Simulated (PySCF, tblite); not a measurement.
# C₈H₇O radical: geometry, infrared bands and EPR parameters

Aim: predict the infrared bands and EPR parameters of C₈H₇O radical (`[CH2]c1ccccc1C=O`).

Computed with tblite 0.8.0 and PySCF 2.14.0, with density-fitted response routines of our own, on a single molecule in the gas phase. Atoms are numbered from 0 throughout.

### Step 1. The molecule as given

16 atoms, charge 0, multiplicity 2; geometry from: force field or distance geometry start.

Bonds of the start (Å): C0–C1 1.46, C1–C2 1.42, C2–C3 1.40, C3–C4 1.39, C4–C5 1.40, C5–C6 1.40, C6–C7 1.48, C7–O8 1.22, C6–C1 1.41, C0–H9 1.08, C0–H10 1.09, C2–H11 1.08, C3–H12 1.08, C4–H13 1.09, C5–H14 1.10, C7–H15 1.11.

### Step 2. Geometry optimisation with GFN2-xTB

What the job is given:

```
{"job": {"kind": "relax", "xc": "GFN2-xTB", "basis": "xTB"}, "charge": 0, "multiplicity": 2}
C     -1.129300    -1.916800    -0.431700
C     -0.235700    -0.789400    -0.197800
C      1.156000    -1.070100    -0.212000
C      2.085700    -0.054000     0.021800
C      1.663600     1.233000     0.314800
C      0.297400     1.526800     0.330200
C     -0.645800     0.525700     0.078700
C     -2.069600     0.918300     0.094500
O     -2.438500     2.037100     0.407500
H     -0.754500    -2.838700    -0.842400
H     -2.141500    -1.922600    -0.020000
H      1.504100    -2.076000    -0.419300
H      3.143400    -0.293000     0.018100
H      2.397400     2.017600     0.497700
H     -0.023400     2.554800     0.544600
H     -2.817000     0.156200    -0.196300
```

On the command line:

```bash
$ OMP_NUM_THREADS=1 python probes_run.py task.json out
```

The driver reads the jobs from task.json and runs them one after another.

**Question.** This job is followed by: GFN2-xTB harmonic vibrations, gas phase; UKS B3LYP, pcH-1 on C H O, non-relativistic, mean-field spin-orbit, GIAO. Predict these results of the whole session: strongest single infrared mode (GFN2-xTB); zero-point energy (GFN2-xTB); g(iso) (B3LYP); ⟨S²⟩; largest a(iso) (averaged by class); potential on the surface of density 0.002 e/bohr³, 1st and 99th percentile.

The runs gave:

| quantity | value |
| --- | --- |
| strongest single infrared mode (GFN2-xTB) | 1696 cm⁻¹, 446 km/mol |
| zero-point energy (GFN2-xTB) | 75.4 kcal/mol |
| g(iso) (B3LYP) | 2.00304 |
| ⟨S²⟩ | 0.782 (exact 0.75) |
| largest a(iso) (averaged by class) | 13C on C0, 56.4 MHz |
| potential on the surface of density 0.002 e/bohr³, 1st and 99th percentile | -1.71 V and 1.21 V |

Over 59 steps the energy fell by 0.280 eV; of the close pairs, C0–C1 changed most, 1.457 to 1.373 Å. No mode is imaginary among the 42: a minimum at this level. The strongest single mode, at 1696 cm⁻¹, moves mainly C7 and O8. GFN2-xTB is a fitted tight-binding method: band positions and strengths are rough. Its intensities can rank the bands wrongly. The largest share of the spin, 0.71 e, sits on C0. The isotropic g lies 0.7 ppt above the free-electron value. The conformer search found further structures of the same energy, which may be mirror or relabelled copies of this one.
